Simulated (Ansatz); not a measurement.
# TiB2: pressure up to the limit of the methods

The task here is to estimate one member of a computed series from the others.

Program: Ansatz 0.2.0. Level of theory: DFT, PBE, PAW with Ansatz's default frozen-core files, scalar-relativistic. These are calculated values, not measurements.

1 further run of the same task is left out (it didn't finish).

### The structure to begin with

Symmetry: P6/mmm, No. 191, hexagonal system. Conventional cell: a = 3.158 Å, b = 3.158 Å, c = 3.474 Å, α = 90.00°, β = 90.00°, γ = 120.00°. Ti (site symmetry 6/mmm) has 12 B at 2.52 Å as nearest neighbours. B (site symmetry -6m2) has 3 B at 1.82 Å and 6 Ti at 2.52 Å as nearest neighbours.

As a file:

```cif
data_structure
_symmetry_space_group_name_H-M 'P6/mmm'
_symmetry_Int_Tables_number 191
_cell_length_a 3.1579
_cell_length_b 3.1579
_cell_length_c 3.4737
_cell_angle_alpha 90.000
_cell_angle_beta 90.000
_cell_angle_gamma 120.000
_cell_volume 30.00
loop_
_atom_site_label
_atom_site_type_symbol
_atom_site_symmetry_multiplicity
_atom_site_Wyckoff_symbol
_atom_site_fract_x
_atom_site_fract_y
_atom_site_fract_z
_atom_site_occupancy
Ti1 Ti 1 a 0.00000 0.00000 0.00000 1
B1 B 2 d 0.33333 0.66667 0.50000 1
```

The file gives the conventional cell by its symmetry; the runs use the cell typed in the input.

Whether this phase is the stable one at these pressures isn't tested.

Atoms are numbered in the order of the input: Ti1, B2, B3.

The first run:

Input file input.yaml:

```yaml
crystal:
  lattice:
    - [3.1579068305, 0.0, 0.0]
    - [-1.5789534152, 2.734827538, 0.0]
    - [0.0, 0.0, 3.4736975135]
  atoms:
    - { symbol: Ti, position: [0.0, 0.0, 0.0] }
    - { symbol: B, position: [0.3333333333, 0.6666666667, 0.5] }
    - { symbol: B, position: [0.6666666667, 0.3333333333, 0.5] }
kpoints:
  mp_grid: { grid: [11, 11, 9] }
scf:
  occupations: { method: fermi_dirac, width: 0.08 }
hamiltonian:
  xc: pbe
  pseudopotentials: { kind: paw }
output:
  forces: true
  stress: true
relax:
  f_tol: 0.005
  max_steps: 40
  cell: {}
```

Command:

```sh
$ ansatz run input.yaml --threads 1 --pin off --max-ram 3072MiB --backend cpu --events-out ev --progress --plain --runs-dir out
```

Among the steps run: Cell relaxed at zero pressure, PAW; Volume scaled by 1, PAW; Shape and atoms relaxed at 0.94 of the volume, PAW; Volume scaled by 0.94, PAW; Volume scaled by 0.94, PAW (cutoff 600 eV); Shape and atoms relaxed at 0.88 of the volume, PAW; Volume scaled by 0.88, PAW; Shape and atoms relaxed at 0.8 of the volume, PAW; Volume scaled by 0.8, PAW; Shape and atoms relaxed at 0.72 of the volume, PAW; Volume scaled by 0.72, PAW; Shape and atoms relaxed at 0.62 of the volume, PAW; Volume scaled by 0.62, PAW; Volume scaled by 0.62, PAW (cutoff 300 eV).

One of the session's tables, all rows but one given; the rest of the session is left out.

| method | volume over the first | volume (Å³/atom) | pressure (GPa) |
| --- | --- | --- | --- |
| PAW | 1 | 8.557 | 0.00 |
| PAW | 0.94 | 8.044 | 17.47 |
| PAW | 0.88 | 7.530 | 41.04 |
| PAW | 0.8 | ? | ? |
| PAW | 0.72 | 6.161 | 155.04 |
| PAW | 0.62 | 5.305 | 299.26 |
| PAW (cutoff 300 eV) | 0.62 | 5.305 | 299.15 |
| PAW (cutoff 600 eV) | 0.94 | 8.044 | 17.45 |

Estimate the missing values for PAW, 0.8.

The run gave: volume (Å³/atom): 6.846; pressure (GPa): 86.11. In the column «volume (Å³/atom)» it lies between PAW, 0.72 (6.161) and PAW, 0.88 (7.530).

To keep in mind: Warnings in the runs' records: cutoff below recommended.
